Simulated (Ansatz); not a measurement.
# Sn: the cost of one run

Method: DFT r2SCAN, scalar-relativistic, plane waves, PAW, in Ansatz 0.2.0.

2 further runs of the same task are left out: 2 that didn't finish.

## (1) Starting point

It takes space group Fd-3m (No. 227, cubic). Conventional cell: a = 6.491 Å, b = 6.491 Å, c = 6.491 Å, α = 90.00°, β = 90.00°, γ = 90.00°. Sn (site symmetry -43m) has 4 Sn at 2.81 Å as nearest neighbours.

Structure file:

```cif
data_structure
_symmetry_space_group_name_H-M 'Fd-3m:1'
_symmetry_Int_Tables_number 227
_cell_length_a 6.4912
_cell_length_b 6.4912
_cell_length_c 6.4912
_cell_angle_alpha 90.000
_cell_angle_beta 90.000
_cell_angle_gamma 90.000
_cell_volume 273.51
loop_
_atom_site_label
_atom_site_type_symbol
_atom_site_symmetry_multiplicity
_atom_site_Wyckoff_symbol
_atom_site_fract_x
_atom_site_fract_y
_atom_site_fract_z
_atom_site_occupancy
Sn1 Sn 8 a 0.50000 0.00000 0.50000 1
```

No relaxation comes first: the listed cell is the starting point.

## (2) Zero of the scan

input.yaml reads:

```yaml
crystal:
  lattice:
    - [0.0, 3.2456, 3.2456]
    - [3.2456, 0.0, 3.2456]
    - [3.2456, 3.2456, 0.0]
  atoms:
    - { symbol: Sn, position: [0.5, 0.5, 0.5] }
    - { symbol: Sn, position: [0.75, 0.75, 0.75] }
basis:
  ecutwfc: 500
kpoints:
  mp_grid: { grid: [12, 12, 12] }
hamiltonian:
  xc: r2scan
scf:
  occupations: { method: gaussian, width: 0.15 }
output:
  forces: true
  stress: true
  eigenvalues: true
  write_density: true
  write_potential: true
  elf: true
  volumetric_format: npy
```

On the command line:

```console
$ ansatz run input.yaml --threads 1 --pin off --max-ram 2560MiB --backend cpu --events-out ev --progress --plain --runs-dir out
```

Q: Estimate wall time and peak memory on 1 thread of Intel Xeon at 2.50GHz (Skylake/Cascade Lake), shared host.

About 31 s, with a peak of 0.6 GiB.
